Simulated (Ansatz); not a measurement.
# Rh: which structure wins at one pressure

Aim: bring Rh in several structures (fcc, bcc, hcp, simple hexagonal, beta tin, diamond) to one pressure and rank them by enthalpy. The pressure is set by scaling the first phase. Methods of the runs shown: PAW.

Program: Ansatz 0.2.0. Level of theory: DFT, PBEsol, PAW with Ansatz's default frozen-core files, scalar-relativistic. These are calculated values, not measurements.

## Step 1: The structure to begin with

Symmetry: Fm-3m, No. 225, cubic system. Conventional cell: a = 3.780 Å, b = 3.780 Å, c = 3.780 Å, α = 90.00°, β = 90.00°, γ = 90.00°. Around Rh (site symmetry m-3m) lie 12 Rh at 2.67 Å.

Structure file:

```cif
data_structure
_symmetry_space_group_name_H-M 'Fm-3m'
_symmetry_Int_Tables_number 225
_cell_length_a 3.7802
_cell_length_b 3.7802
_cell_length_c 3.7802
_cell_angle_alpha 90.000
_cell_angle_beta 90.000
_cell_angle_gamma 90.000
_cell_volume 54.02
loop_
_atom_site_label
_atom_site_type_symbol
_atom_site_symmetry_multiplicity
_atom_site_Wyckoff_symbol
_atom_site_fract_x
_atom_site_fract_y
_atom_site_fract_z
_atom_site_occupancy
Rh1 Rh 4 a 0.00000 0.00000 0.00000 1
```

The file gives the conventional cell by its symmetry; the runs use the cell typed in the input.

## Step 2: Cell relaxed at zero pressure, PAW

File input.yaml:

```yaml
crystal:
  lattice:
    - [0.0, 1.8901148648, 1.8901148648]
    - [1.8901148648, 0.0, 1.8901148648]
    - [1.8901148648, 1.8901148648, 0.0]
  atoms:
    - { symbol: Rh, position: [0.0, 0.0, 0.0] }
kpoints:
  mp_grid: { grid: [18, 18, 18] }
scf:
  occupations: { method: fermi_dirac, width: 0.1 }
hamiltonian:
  xc: pbesol
  pseudopotentials: { kind: paw }
output:
  forces: true
  stress: true
relax:
  f_tol: 0.005
  max_steps: 40
  cell: {}
```

Run with:

```sh
> ansatz run input.yaml --threads 1 --pin off --max-ram 3584MiB --backend cpu --events-out ev --progress --plain --runs-dir out
```

The runs that follow: Volume scaled by 0.602, to set the pressure, PAW; Fcc relaxed under pressure, PAW; Bcc relaxed under pressure, PAW; Hcp relaxed under pressure, PAW; Simple hexagonal relaxed under pressure, PAW; Beta tin relaxed under pressure, PAW; Diamond relaxed under pressure, PAW.

What does the calculation give? Wanted: pressure; lowest.

The runs gave:

| quantity | value |
| --- | --- |
| pressure | 510 GPa |
| lowest (PAW) | fcc, 101.9 meV/atom under hcp |

In words: By PAW the order is fcc < hcp < bcc < simple hexagonal < beta tin < diamond. Only these structures were tried, with electrons smeared by 0.1 eV and without vibrations, so the true ground state may be another. The k meshes differ between phases and weren't tested, which can move differences by some meV.

At pressures up to 512 GPa the PAW spheres may overlap and frozen cores may not hold, so those PAW values are rough without an all-electron check.
